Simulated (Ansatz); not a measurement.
# Hf3Si2O: the cost of one run

Program: Ansatz 0.2.0. Level of theory: DFT PBE, scalar-relativistic, plane waves, PAW. These are calculated values, not measurements.

## (1) The system as given

It takes space group P6/mmm (No. 191, hexagonal). The conventional cell has a = 5.303 Å, b = 5.303 Å, c = 4.278 Å, α = 90.00°, β = 90.00°, γ = 120.00°. Hf (site symmetry mmm) has 4 Si at 2.63 Å and 4 Hf at 2.65 Å and 4 O at 3.41 Å in its first shell of neighbours. Si (site symmetry -6m2) is surrounded by 6 Hf at 2.63 Å. O (site symmetry 6/mmm) is surrounded by 6 Si at 3.06 Å and 12 Hf at 3.41 Å.

As a file:

```xyz
6
Lattice="5.3032 0.0000 0.0000 -2.6516 4.5927 0.0000 0.0000 0.0000 4.2781" Properties=species:S:1:pos:R:3 pbc="T T T"
Hf    2.6516    0.0000    2.1391
Hf   -1.3258    2.2963    2.1391
Hf    1.3258    2.2963    2.1391
Si    0.0000    3.0618    0.0000
Si    2.6516    1.5309    0.0000
O     0.0000    0.0000    0.0000
```

A structure generator made this guess: species swapped into a database cell of PrCo3Ni2 (P6/mmm, No. 191), with O on the Pr sites, Hf on the Co sites and Si on the Ni sites. Lengths come from tabulated atomic sizes and are only a guess.

## (2) A first look at the guess

Contents of input.yaml:

```yaml
crystal:
  lattice:
    - [5.30315024, 0.0, 0.0]
    - [-2.65157512, 4.59266283, 0.0]
    - [0.0, 0.0, 4.27810806]
  atoms:
    - { symbol: Hf, position: [0.5, 0.0, 0.5] }
    - { symbol: Hf, position: [0.0, 0.5, 0.5] }
    - { symbol: Hf, position: [0.5, 0.5, 0.5] }
    - { symbol: Si, position: [0.33333333, 0.66666667, 0.0] }
    - { symbol: Si, position: [0.66666667, 0.33333333, 0.0] }
    - { symbol: O, position: [0.0, 0.0, 0.0] }
basis:
  ecutwfc: 420
kpoints:
  mp_grid: { grid: [6, 6, 4] }
hamiltonian:
  xc: pbe
scf:
  occupations: { method: gaussian, width: 0.1 }
  lower_state_search: "off"
output:
  forces: true
  stress: true
  eigenvalues: true
```

Run with:

```bash
$ ansatz run input.yaml --threads 1 --pin off --max-ram 2560MiB --backend cpu --events-out ev --progress --plain --runs-dir out
```

Q: Estimate wall time and peak memory on 1 thread of Intel Xeon at 2.50GHz (Skylake/Cascade Lake), shared host.

About 16 s, with a peak of 0.44 GiB.
